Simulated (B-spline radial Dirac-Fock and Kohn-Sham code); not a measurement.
# Inner shells of Gd³⁺

What does theory give for the Gd³⁺ ion? The session works out its X-ray form factor and Compton profile, the binding energy of each subshell and the widths and yields of its core holes.

The numbers are computed with B-spline radial Dirac-Fock and Kohn-Sham code (version 3): a free atom or ion on a radial basis; each step names its model.

## (1) The atom as given

Gd³⁺, 1s2 2s2 2p6 3s2 3p6 3d10 4s2 4p6 4d10 4f6 5s2 5p6 6s1 (not the ground configuration).

```
nuclear charge     : 64
electrons          : 61
mass number        : 158
nuclear rms radius : 5.1569 fm
```

## (2) Scattering by the electron cloud

Model: Dirac-Fock average of configuration, finite nucleus; form factor of the spherical density, Waller-Hartree incoherent function, impulse-approximation Compton profiles.

Recorded inputs:

```ini
task = scatter
Z = 64
charge = 3
configuration = 1s2 2s2 2p6 3s2 3p6 3d10 4s2 4p6 4d10 4f6 5s2 5p6 6s1
mass_number = 158
rms_radius = 5.1569  # fm
s = [0.0, 0.05, 0.1, 0.15, 0.2, 0.25, 0.3, 0.35, 0.4, 0.45, 0.5, 0.6, 0.7, 0.8, 0.9, 1.0, 1.1, 1.2, 1.4, 1.6, 1.8, 2.0, 2.5, 3.0, 3.5, 4.0, 5.0, 6.0]  # 1/A
pz = [0, 0.1, 0.14, 0.21, 0.3, 0.43, 0.62, 0.89, 1.3, 1.8, 2.7, 3.8, 5.5, 8.0, 11.0, 17.0, 24.0, 34.0, 49.0, 71.0, 100.0]  # a.u.
photon_energy = [2000, 8047.8, 10000, 17479.3, 30000, 50000, 100000, 500000]  # eV
```

Main fields of the result record, rounded:

```text
{
  "status": "converged",
  "form_factor [e]": [61.0, 60.232, 58.171, 55.335, 52.172, 48.948, 45.808, 42.846, 40.115, 37.632, 35.385, 31.477, 28.175, 25.358, 22.982, 21.013, 19.405, 18.093, 16.077, 14.479, 13.028, 11.64, 8.6211, 6.6136, 5.4864, 4.8291, 3.8982, 3.058],
  "incoherent": [-2.1139e-12, 0.91245, 2.9907, 5.3547, 7.7267, 10.027, 12.218, 14.303, 16.264, 18.067, 19.702, 22.557, 25.073, 27.395, 29.564, 31.597, 33.5, 35.268, 38.366, 40.878, 42.902, 44.574, 47.82, 50.252, 52.143, 53.642, 55.826, 57.262],
  "compton_total [1/a.u.]": [8.4404, 8.3537, 8.2747, 8.0902, 7.8011, 7.369, 6.8322, 6.1745, 5.1306, 4.1967, 3.3502, 2.4629, 1.4696, 0.87223, 0.54419, 0.23411, 0.10465, 0.041559, 0.014506, 0.004499, 0.0013207],
  "shells": ["1s1/2", "2s1/2", "2p1/2", "2p3/2", "3s1/2", "3p1/2", "3p3/2", "3d3/2", "3d5/2", "4s1/2", "4p1/2", "4p3/2", "4d3/2", "4d5/2", "4f5/2", "4f7/2", "5s1/2", "5p1/2", "5p3/2", "6s1/2"],
  "occupation": [2.0, 2.0, 2.0, 4.0, 2.0, 2.0, 4.0, 4.0, 6.0, 2.0, 2.0, 4.0, 4.0, 6.0, 2.5714, 3.4286, 2.0, 2.0, 4.0, 1.0],
  "mean_momentum [a.u.]": [62.671, 22.338, 29.675, 27.213, 11.192, 13.374, 12.647, 15.167, 14.9, 5.6517, 6.3064, 6.0057, 6.4651, 6.3556, 5.9185, 5.8662, 2.2876, 2.3965, 2.2651, 0.95401],
  "r2 [bohr^2]": 42.948,
  "r_inverse [1/bohr]": 431.5,
  "r1 [bohr]": 35.182,
  "coherent [b]": [2208.5, 1109.4, 911.18, 498.23, 250.63, 115.87, 37.102, 1.9096],
  "incoherent_cross_section [b]": [2.2265, 10.542, 12.421, 17.754, 22.505, 25.394, 26.08, 17.304],
  "radial_jk": {
    "4f": {"j0": [1.0, 0.986, 0.94555, 0.88288, 0.80397, 0.71537, 0.62315, 0.53231, 0.44646, 0.36794, 0.29799, 0.18475, 0.10419, 0.050062, 0.01567, -0.0047892, -0.015844, -0.02082, -0.021113, -0.016508, -0.011414, -0.0072821, -0.0017452, -0.00013637, 0.00017586, 0.00017015, 7.0708e-05, 2.3661e-05], "j2": [0.0, 0.0055764, 0.021433, 0.045198, 0.073627, 0.10335, 0.13145, 0.15584, 0.17527, 0.18927, 0.19793, 0.20125, 0.1907, 0.17192, 0.14941, 0.12625, 0.10433, 0.08466, 0.053283, 0.031832, 0.018065, 0.0096442, 0.0010888, -0.00054197, -0.00057436, -0.00037682, -0.00012106, -3.5118e-05], "j4": [0.0, 1.6714e-05, 0.00025461, 0.0011903, 0.0033797, 0.0072377, 0.012904, 0.020223, 0.028816, 0.038182, 0.047796, 0.065958, 0.08063, 0.090645, 0.09596, 0.097168, 0.095126, 0.090721, 0.077877, 0.063312, 0.04961, 0.037887, 0.018024, 0.0081598, 0.0036431, 0.0016318, 0.0003342, 6.6488e-05], "j6": [0.0, 4.2681e-08, 2.5703e-06, 2.6524e-05, 0.00013048, 0.00042307, 0.0010474, 0.0021465, 0.0038269, 0.0061359, 0.0090561, 0.016399, 0.024912, 0.033538, 0.041421, 0.048008, 0.053031, 0.056441, 0.058885, 0.056855, 0.052077, 0.045963, 0.030371, 0.018508, 0.010886, 0.0063383, 0.0021909, 0.00080215], "r2": 0.7669, "r4": 1.314, "r6": 4.3577}
  }
}
```

The scattering functions against s = sin θ / λ:

```tsv
s (1/Å)	f (e)	f / N	S(s)
0	61.00	1.000	0
0.100	58.17	0.954	2.991
0.200	52.17	0.855	7.727
0.300	45.81	0.751	12.22
0.400	40.11	0.658	16.26
0.500	35.38	0.580	19.70
0.700	28.18	0.462	25.07
0.900	22.98	0.377	29.56
1.10	19.40	0.318	33.50
1.40	16.08	0.264	38.37
1.80	13.03	0.214	42.90
2.50	8.621	0.141	47.82
3.50	5.486	0.090	52.14
5.00	3.898	0.064	55.83
```

## (3) Core and valence levels

Model: Dirac-Fock average of configuration, Delta-SCF, finite nucleus, first-order Breit with its frequency dependence, self-energy and vacuum polarisation.

Settings, as recorded:

```ini
task = binding
```

Main fields of the result record, rounded:

```text
{
  "status": "converged",
  "shells": ["K", "L1", "L2", "L3", "M1", "M2", "M3", "M4", "M5", "N1", "N2", "N3", "N4", "N5", "N6,7", "O1", "O2", "O3", "P1"],
  "total_energy_parts [Ha]": [-11272.4637, 11.6028369, -1.22027019, -0.157813665, 8.1231705, -1.26946355],
  "koopmans [eV]": [50579.8, 8501.56, 8054.21, 7356.53, 1966.29, 1772.26, 1626.28, 1295.73, 1264.35, 450.043, 372.377, 339.446, 209.933, 203.873, 56.1686, 93.6306, 68.3481, 63.1683, 27.4009],
  "dirac_coulomb [eV]": [50503.5, 8458.7, 8007.29, 7311.75, 1944.64, 1749.87, 1604.87, 1272.18, 1241.18, 441.844, 364.454, 332.098, 203.072, 197.204, 51.1766, "-", 67.232, 62.1901, 27.354],
  "gaunt [eV]": [-155.708, -15.9022, -27.7573, -19.5865, -2.6047, -4.78293, -3.16071, -1.81672, -1.12684, -0.489349, -0.923646, -0.553363, -0.188897, -0.0541325, 0.162882, "-", -0.119171, -0.061727, -0.0110737],
  "retardation [eV]": [11.6231, 1.22688, 3.06992, 3.06217, 0.175712, 0.510831, 0.513035, 0.152569, 0.149063, 0.0354751, 0.105176, 0.103635, 0.0164308, 0.016013, -0.0236755, "-", 0.0133066, 0.0131603, 0.000637043],
  "breit_frequency [eV]": [1.92158, -0.17193, -0.00598409, 0.834516, -0.0449057, -0.0386251, 0.157438, -0.0216301, -0.0047192, -0.0117162, -0.0113198, 0.0335454, -0.00589781, -0.0024233, -0.0030296, "-", -0.00227288, 0.00480547, -0.000541089],
  "self_energy [eV]": [-87.8928, -11.8044, 0.368497, -0.632737, -2.5945, 0.0564321, -0.133956, 0.223222, 0.133893, -0.593855, 0.0295894, -0.0132131, 0.0582178, 0.0409803, 0.034503, "-", 0.0126127, 0.00599551, -0.017683],
  "vacuum_polarisation [eV]": [14.3658, 1.79605, 0.0157694, -0.079123, 0.382062, 0.000851513, -0.022136, -0.0228275, -0.0220772, 0.0879125, -0.00163099, -0.00688019, -0.00634033, -0.00616752, -0.00398197, "-", -0.00128084, -0.00210715, 0.0026666],
  "binding [eV]": [50287.9, 8433.85, 7982.98, 7295.35, 1939.96, 1745.62, 1602.22, 1270.7, 1240.3, 440.872, 363.653, 331.662, 202.945, 197.198, 51.3433, "-", 67.1352, 62.1502, 27.328],
  "mean_radius [bohr]": [0.0219034, 0.0926684, 0.0775513, 0.0843497, 0.243126, 0.233182, 0.245971, 0.218453, 0.222453, 0.55171, 0.564316, 0.591658, 0.627929, 0.63797, 0.788645, 1.31212, 1.43943, 1.51461, 3.10264]
}
```

total_energy_parts: Dirac-Coulomb, Gaunt, retardation, frequency dependence, self-energy, vacuum polarisation. Blank entries are hole states that did not converge, or in which two open shells of one symmetry are about equally filled, where the average of configuration falls too low.

The binding energies by parts, in eV; the parts add up.

```tsv
level	-ε	relaxation	Breit	QED	binding
1s	50579.8	-76.30	-142.16	-73.53	50287.9
2s	8501.6	-42.86	-14.85	-10.01	8433.8
2p1/2	8054.2	-46.92	-24.69	0.38	7983.0
2p3/2	7356.5	-44.78	-15.69	-0.71	7295.3
3s	1966.3	-21.64	-2.47	-2.21	1940.0
3p1/2	1772.3	-22.39	-4.31	0.06	1745.6
3p3/2	1626.3	-21.41	-2.49	-0.16	1602.2
3d3/2	1295.7	-23.55	-1.69	0.20	1270.7
3d5/2	1264.3	-23.17	-0.98	0.11	1240.3
4s	450.0	-8.20	-0.47	-0.51	440.9
4p1/2	372.4	-7.92	-0.83	0.03	363.7
4p3/2	339.4	-7.35	-0.42	-0.02	331.7
4d3/2	209.9	-6.86	-0.18	0.05	202.9
4d5/2	203.9	-6.67	-0.04	0.03	197.2
4f	56.17	-4.99	0.14	0.03	51.34
5p1/2	68.35	-1.12	-0.11	0.01	67.14
5p3/2	63.17	-0.98	-0.04	0.00	62.15
6s	27.40	-0.05	-0.01	-0.02	27.33
```

X-ray lines as differences of these levels:

```tsv
line	energy (eV)
Kβ2' (K-N3)	49956.2
Kβ2'' (K-N2)	49924.2
Kβ1 (K-M3)	48685.6
Kβ3 (K-M2)	48542.2
Kα1 (K-L3)	42992.5
Kα2 (K-L2)	42304.9
Lγ4 (L1-O3)	8371.7
Lγ3 (L1-N3)	8102.2
Lγ2 (L1-N2)	8070.2
Lγ1 (L2-N4)	7780.0
Lγ5 (L2-N1)	7542.1
Lβ2 (L3-N5)	7098.2
Lβ15 (L3-N4)	7092.4
Lβ6 (L3-N1)	6854.5
```

## (4) Widths and yields

Model: independent-particle rates: relativistic LDA orbitals of the hole state, multipoles to L = 3 (length form), Coulomb Auger matrix elements with a Latter-tail continuum; energies from Dirac-Fock.

Recorded inputs:

```ini
task = decay
holes = ["K", "L1", "L2", "L3", "M1", "M2", "M3", "M4", "M5", "N1", "N2", "N3", "N4", "N5"]
```

Main fields of the result record, rounded:

```text
{
  "status": "converged",
  "K": {
    "width_radiative": 20.405,
    "width_radiative_velocity": 20.866,
    "width_nonradiative": 1.3961,
    "coster_kronig": {},
    "radiative": [["L3", 42993.0, 10.559], ["L2", 42305.0, 5.8686], ["M3", 48686.0, 2.057], ["M2", 48542.0, 1.059], ["N3", 49956.0, 0.46005], ["N2", 49924.0, 0.23583]],
    "auger": [["L2L3", 34808.0, 0.34855], ["L3L3", 35501.0, 0.15642], ["L1L3", 34395.0, 0.14602], ["L1L2", 33699.0, 0.13009], ["L1L1", 33240.0, 0.097252], ["L2M3", 40626.0, 0.061562]]
  },
  "L1": {
    "width_radiative": 0.40276,
    "width_radiative_velocity": 0.40355,
    "width_nonradiative": 4.1026,
    "coster_kronig": {"L2": 0.77113, "L3": 1.585},
    "radiative": [["M3", 6831.6, 0.17831], ["M2", 6688.2, 0.12459], ["N3", 8102.2, 0.044539], ["N2", 8070.2, 0.029847], ["O3", 8371.7, 0.0075535], ["O2", 8366.7, 0.0050665]],
    "auger": [["L3N5", 911.23, 0.37864], ["M4M5", 5859.5, 0.30711], ["L3N4", 904.56, 0.29925], ["L3N1", 664.39, 0.26024], ["M1M5", 5197.7, 0.20987], ["L2N3", 86.827, 0.19826]]
  },
  "L2": {
    "width_radiative": 0.67343,
    "width_radiative_velocity": 0.68678,
    "width_nonradiative": 3.2583,
    "coster_kronig": {"L3": 0.64119},
    "radiative": [["M4", 6712.3, 0.55566], ["N4", 7780.0, 0.098595], ["M1", 6043.0, 0.014391], ["N1", 7542.1, 0.0035138], ["M3", 6380.8, 0.00034153], ["N3", 7651.3, 8.5753e-05]],
    "auger": [["M4M5", 5408.6, 0.65216], ["M2M3", 4581.3, 0.26025], ["L3N4", 453.7, 0.25045], ["M2M5", 4937.8, 0.23266], ["M3M4", 5052.9, 0.18173], ["L3N2", 290.38, 0.17438]]
  },
  "L3": {
    "width_radiative": 0.62146,
    "width_radiative_velocity": 0.62993,
    "width_nonradiative": 3.1241,
    "coster_kronig": {},
    "radiative": [["M5", 6055.0, 0.45637], ["N5", 7098.2, 0.078299], ["M4", 6024.7, 0.051609], ["M1", 5355.4, 0.020132], ["N4", 7092.4, 0.0087391], ["N1", 6854.5, 0.0048071]],
    "auger": [["M4M5", 4721.0, 0.65296], ["M5M5", 4753.0, 0.4311], ["M3M5", 4399.5, 0.32854], ["M3M4", 4365.3, 0.22409], ["M3M3", 4037.2, 0.20664], ["M2M3", 3893.6, 0.15668]]
  },
  "M1": {
    "width_radiative": 0.013443,
    "width_radiative_velocity": 0.013025,
    "width_nonradiative": 10.218,
    "coster_kronig": {"M2": 1.4451, "M3": 5.1485, "M4": 1.2012, "M5": 1.6976},
    "radiative": [["N3", 1608.3, 0.0055362], ["N2", 1576.3, 0.0047139], ["O3", 1877.8, 0.0010794], ["M3", 337.73, 0.001064], ["O2", 1872.8, 0.00088451], ["M2", 194.34, 9.521e-05]],
    "auger": [["M3N7", 261.25, 1.4437], ["M3N6", 260.25, 1.1374], ["M3N5", 112.38, 1.1074], ["M3N4", 106.19, 0.76892], ["M5N1", 227.77, 0.66302], ["M2N7", 117.73, 0.49376]]
  },
  "M2": {
    "width_radiative": 0.013458,
    "width_radiative_velocity": 0.013099,
    "width_nonradiative": 8.0826,
    "coster_kronig": {"M3": 0.53029, "M4": 5.4789, "M5": 1.269},
    "radiative": [["N4", 1542.7, 0.0090296], ["M4", 474.92, 0.0022906], ["N1", 1304.7, 0.0017236], ["P1", 1718.3, 3.7411e-05], ["N6", 1693.8, 2.5803e-05], ["N3", 1414.0, 6.8385e-06]],
    "auger": [["M4N7", 398.44, 1.1845], ["M4N3", 113.53, 0.97449], ["M5N2", 110.81, 0.8393], ["M4N6", 397.97, 0.77113], ["M4N1", 2.9942, 0.74824], ["M4N2", 80.849, 0.7371]]
  },
  "M3": {
    "width_radiative": 0.013806,
    "width_radiative_velocity": 0.013468,
    "width_nonradiative": 6.6067,
    "coster_kronig": {"M4": 0.55378, "M5": 5.1612},
    "radiative": [["N5", 1405.0, 0.0089348], ["N1", 1161.4, 0.0022217], ["N4", 1399.3, 0.0011011], ["M5", 361.92, 0.0009561], ["M4", 331.53, 7.9407e-05], ["P1", 1574.9, 4.7424e-05]],
    "auger": [["M5N3", 0.79173, 1.5742], ["M5N7", 285.71, 1.0262], ["M5N6", 284.55, 0.85406], ["M5N5", 136.6, 0.70971], ["M5N4", 129.91, 0.47212], ["M5O3", 283.57, 0.21648]]
  },
  "M4": {
    "width_radiative": 0.0068109,
    "width_radiative_velocity": 0.0069369,
    "width_nonradiative": 0.99704,
    "coster_kronig": {},
    "radiative": [["N6", 1218.9, 0.0058907], ["N2", 907.05, 0.00069121], ["O2", 1203.6, 0.00011515], ["N3", 939.04, 9.5935e-05], ["O3", 1208.5, 1.5923e-05], ["N4", 1067.8, 1.1466e-06]],
    "auger": [["N4N5", 845.81, 0.24786], ["N3N4", 711.29, 0.14175], ["N4N4", 840.39, 0.12154], ["N1N4", 602.09, 0.077245], ["N2N4", 681.95, 0.065728], ["N4N7", 993.6, 0.05605]]
  },
  "M5": {
    "width_radiative": 0.0064539,
    "width_radiative_velocity": 0.006551,
    "width_nonradiative": 1.0209,
    "coster_kronig": {},
    "radiative": [["N7", 1189.3, 0.005452], ["N3", 908.64, 0.00061946], ["N6", 1188.5, 0.00027776], ["O3", 1178.2, 0.00010276], ["N5", 1043.1, 1.2287e-06], ["N4", 1037.4, 3.1949e-07]],
    "auger": [["N5N5", 821.54, 0.20039], ["N4N5", 815.41, 0.17502], ["N3N5", 688.39, 0.13197], ["N1N5", 577.58, 0.082784], ["N2N5", 654.11, 0.081964], ["N5N7", 969.75, 0.073046]]
  },
  "N1": {
    "width_radiative": 0.00042746,
    "width_radiative_velocity": 0.0003777,
    "width_nonradiative": 6.8485,
    "coster_kronig": {"N2": 0.31288, "N3": 4.1036, "N4": 0.84536, "N5": 1.0106, "N6": 0.23227, "N7": 0.24404},
    "radiative": [["N3", 109.21, 0.00019343], ["O2", 373.74, 0.00011221], ["O3", 378.72, 8.8571e-05], ["N2", 77.219, 3.2957e-05], ["N5", 243.67, 1.8449e-07], ["N4", 237.93, 1.073e-07]],
    "auger": [["N3O3", 31.199, 1.2501], ["N3N7", 34.826, 1.0252], ["N3O2", 25.482, 0.92004], ["N3N6", 33.743, 0.82241], ["N4N5", 15.981, 0.17848], ["N5O3", 165.59, 0.1568]]
  },
  "N2": {
    "width_radiative": 0.0007798,
    "width_radiative_velocity": 0.00067625,
    "width_nonradiative": 6.747,
    "coster_kronig": {"N4": 5.2649, "N5": 0.93946, "N6": 0.24084, "N7": 0.20329},
    "radiative": [["N4", 160.71, 0.00064467], ["P1", 336.32, 1.3343e-05], ["N6", 311.86, 3.0324e-07], ["O3", 301.5, 6.6181e-08], ["N3", 31.991, 2.0522e-10], ["N5", 166.45, 6.7249e-12]],
    "auger": [["N4N7", 86.555, 2.3006], ["N4N6", 86.721, 1.0878], ["N4O3", 82.542, 0.79759], ["N4O2", 77.174, 0.42567], ["N5O2", 82.76, 0.38471], ["N5N6", 91.609, 0.28742]]
  },
  "N3": {
    "width_radiative": 0.0005664,
    "width_radiative_velocity": 0.00048052,
    "width_nonradiative": 6.6082,
    "coster_kronig": {"N4": 1.0111, "N5": 4.9938, "N6": 0.22151, "N7": 0.2778},
    "radiative": [["N5", 134.46, 0.00036795], ["N4", 128.72, 3.543e-05], ["P1", 304.33, 1.5833e-05], ["N7", 280.66, 1.8298e-07], ["O2", 264.53, 3.9896e-08], ["O3", 269.51, 3.2424e-08]],
    "auger": [["N5N7", 61.102, 1.3106], ["N5N6", 59.618, 1.2595], ["N5O3", 56.376, 1.0109], ["N5O2", 50.769, 0.65994], ["N4O3", 50.551, 0.38136], ["N4N7", 54.564, 0.28993]]
  },
  "N4": {
    "width_radiative": 0.00029519,
    "width_radiative_velocity": 0.00027248,
    "width_nonradiative": 1.7897,
    "coster_kronig": {"N6": 1.6119, "N7": 0.10389},
    "radiative": [["N6", 151.15, 0.00024335], ["O2", 135.81, 4.4732e-05], ["O3", 140.79, 7.1085e-06], ["P1", 175.62, 1.8482e-10], ["N7", 151.94, 1.7429e-12], ["N5", 5.7468, 1.0582e-12]],
    "auger": [["N6N7", 77.831, 0.69128], ["N6O3", 73.183, 0.29263], ["N6N6", 77.014, 0.2228], ["N6O2", 67.779, 0.17057], ["N7O2", 68.488, 0.051744], ["N6P1", 114.14, 0.02138]]
  },
  "N5": {
    "width_radiative": 0.00026971,
    "width_radiative_velocity": 0.00024778,
    "width_nonradiative": 1.7781,
    "coster_kronig": {"N6": 0.6142, "N7": 1.0811},
    "radiative": [["N7", 146.2, 0.00021575], ["O3", 135.05, 4.3384e-05], ["N6", 145.4, 1.0575e-05], ["P1", 169.87, 1.5322e-10], ["O2", 130.06, 2.709e-13]],
    "auger": [["N6N7", 72.084, 0.50671], ["N7N7", 72.901, 0.36725], ["N7O3", 68.274, 0.27457], ["N7O2", 62.741, 0.20603], ["N6O3", 67.436, 0.050274], ["N7P1", 109.18, 0.021333]]
  }
}
```

All in eV. For each hole the six strongest lines (shell, energy, width) and Auger groups (final holes, energy, width) are shown. Channels that end in a level without an energy here are missing from these lists, strong ones among them, though the widths hold them.

Widths (eV), yields and lifetimes:

```tsv
hole	radiative	Auger	Coster-Kronig	total	yield	lifetime (fs)
K (1s)	20.4	1.40	0	21.8	0.936	0.0302
L1 (2s)	0.403	1.75	2.36	4.51	0.0894	0.146
L2 (2p1/2)	0.673	2.62	0.641	3.93	0.171	0.167
L3 (2p3/2)	0.621	3.12	0	3.75	0.166	0.176
M1 (3s)	0.0134	0.726	9.49	10.2	0.00131	0.0643
M2 (3p1/2)	0.0135	0.804	7.28	8.10	0.00166	0.0813
M3 (3p3/2)	0.0138	0.892	5.72	6.62	0.00209	0.0994
M4 (3d3/2)	0.00681	0.997	0	1.00	0.00678	0.656
M5 (3d5/2)	0.00645	1.02	0	1.03	0.00628	0.641
N1 (4s)	4.27e-04	0.0997	6.75	6.85	6.24e-05	0.0961
N2 (4p1/2)	7.80e-04	0.0985	6.65	6.75	1.16e-04	0.0975
N3 (4p3/2)	5.66e-04	0.104	6.50	6.61	8.57e-05	0.0996
N4 (4d3/2)	2.95e-04	0.0740	1.72	1.79	1.65e-04	0.368
N5 (4d5/2)	2.70e-04	0.0828	1.70	1.78	1.52e-04	0.370
```

Emission lines that fill the K hole:

```
  Kα2 42304.9      55.6 #############################
  Kα1 42992.5       100 ################################
  Kβ3 48542.2      10.0 ####################
  Kβ1 48685.6      19.5 ########################
Kβ2'' 49924.2      2.23 #############
 Kβ2' 49956.2      4.36 ################
 K-O2 50220.7     0.373 ####
 K-O3 50225.7     0.722 #######
```
(bars on a logarithmic scale, % of the strongest)

## (5) Results

| quantity | value |
| --- | --- |
| rms radius of the electron cloud | 0.839 bohr |
| form factor halves at | 0.63 1/Å |
| Compton profile at zero | 8.440 1/a.u. |
| deepest level listed, K (1s) | 50287.9 eV |
| least bound, P1 (6s) | 27.33 eV |
| Kα1 | 42992.5 eV |
| K hole: width, yield | 21.8 eV, 0.936 |
| its lifetime | 0.0302 fs |
| its strongest line | Kα1 (K-L3), 42992.5 eV |

**Reading.** The form factor starts at the 61 electrons and halves by s = 0.63 1/Å. Incoherent scattering outweighs coherent from 500 keV on, among the energies asked. The K (1s) level lies 76.3 eV under Koopmans' value by relaxation alone; Breit gives -142.16 and QED -73.53 eV. The K hole lives 0.030 fs and decays mostly by X-ray emission (yield 0.94). Coster-Kronig decay rules L1, M1, M2, M3, N1, N2, N3, N4 and N5, where this model's widths can be far from the measured ones. The Hartree-Fock and Dirac-Fock values hold no electron correlation.
